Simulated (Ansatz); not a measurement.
Mg3Te:

```
CELL_PARAMETERS angstrom
-2.13936 2.13936 5.28249
2.13936 -2.13936 5.28249
2.13936 2.13936 -5.28249
ATOMIC_POSITIONS crystal
Te 0.00000 0.00000 0.00000
Mg 0.25000 0.75000 0.50000
Mg 0.75000 0.25000 0.50000
Mg 0.50000 0.50000 0.00000
```

The cell comes from a database or a generator and needn't be the stable form of this composition.

Base run:

```yaml
Program: Ansatz 0.2.0
Functional: PBEsol
Potentials_or_basis: Ansatz PAW
Cutoff: 420 eV
Density_cutoff: 1680 eV
k_mesh: 9 × 9 × 9
Occupations: fermi-dirac, width 0.05 eV
Spin: no spin polarisation
```

Its results: band gap on the k mesh none (metal or under the smearing width); pressure -1.0 GPa.

Problem. The run is repeated on the same cell with these changes: functional from PBEsol to PBE. What comes out?

Solution. Band gap on the k mesh none (metal or under the smearing width); pressure 0.1 GPa.

PBE binds less tightly than PBEsol, so the same cell stands under more pressure.

Caveats: the PAW data sets come from PBE, with cores solved anew for the run's functional, which leaves a small shift of forces and pressure (some runs).

Not every run made on this cell is shown here.
